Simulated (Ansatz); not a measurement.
# CH3ClS2W: the cost of one run

The runs use Ansatz 0.2.0, Gaussian basis; the settings change from run to run.

## (1) The molecule

An earlier PBE0-D4 in a triple-zeta def2 set relaxation fixed the geometry. W takes a core potential in def2 sets; no spin-orbit term is included.

8 atoms, charge 0, spin multiplicity 1.

Atoms are counted from 1 here; the program's logs count them from 0.

Bond lengths: C1–W2 2.089 Å, C1–H6 1.095 Å, C1–H7 1.091 Å, C1–H8 1.095 Å, W2–S3 2.113 Å, W2–S4 2.113 Å, W2–Cl5 2.250 Å. Angles: W2–C1–H6 108.0°, W2–C1–H7 112.9°, W2–C1–H8 108.0°, H6–C1–H7 108.9°, H6–C1–H8 110.1°, H7–C1–H8 108.9°, C1–W2–S3 104.3°, C1–W2–S4 104.3°, C1–W2–Cl5 110.1°, S3–W2–S4 110.0°, S3–W2–Cl5 113.6°, S4–W2–Cl5 113.6°.

As a file:

```xyz
8
charge 0, multiplicity 1
C    -0.90862   -0.20024    0.64822
W     0.76453    0.17357   -0.54517
S     2.33611   -0.85661    0.42118
S     0.31172   -0.75906   -2.38640
Cl    1.11229    2.38977   -0.71895
H    -0.72333    0.23217    1.63742
H    -1.11982   -1.26460    0.76180
H    -1.77287    0.28502    0.18189
```

## (2) revPBE0/ANO-RCC-VTZP

in.yaml

```yaml
crystal:
  periodic: [false, false, false]
  atoms:
    - {symbol: C, position_ang: [-0.908619, -0.200237, 0.648218]}
    - {symbol: W, position_ang: [0.764534, 0.173566, -0.545171]}
    - {symbol: S, position_ang: [2.336113, -0.856614, 0.421181]}
    - {symbol: S, position_ang: [0.311718, -0.759064, -2.386399]}
    - {symbol: Cl, position_ang: [1.112288, 2.389767, -0.718950]}
    - {symbol: H, position_ang: [-0.723334, 0.232167, 1.637416]}
    - {symbol: H, position_ang: [-1.119818, -1.264603, 0.761798]}
    - {symbol: H, position_ang: [-1.772872, 0.285017, 0.181887]}
basis:
  gaussian: {orbitals: ANO-RCC-VTZP}
hamiltonian: {xc: {name: revPBE0}}
output: {forces: true}
```

On the command line:

```bash
ansatz run in.yaml --threads 4 --pin off --events-out ev --progress --plain --max-ram 10444MiB
```

**Question.** How long does this run take on 4 threads of Arm Neoverse V2, shared host, and how much memory does it need?

About 40 s, with a peak of 1.5 GiB.
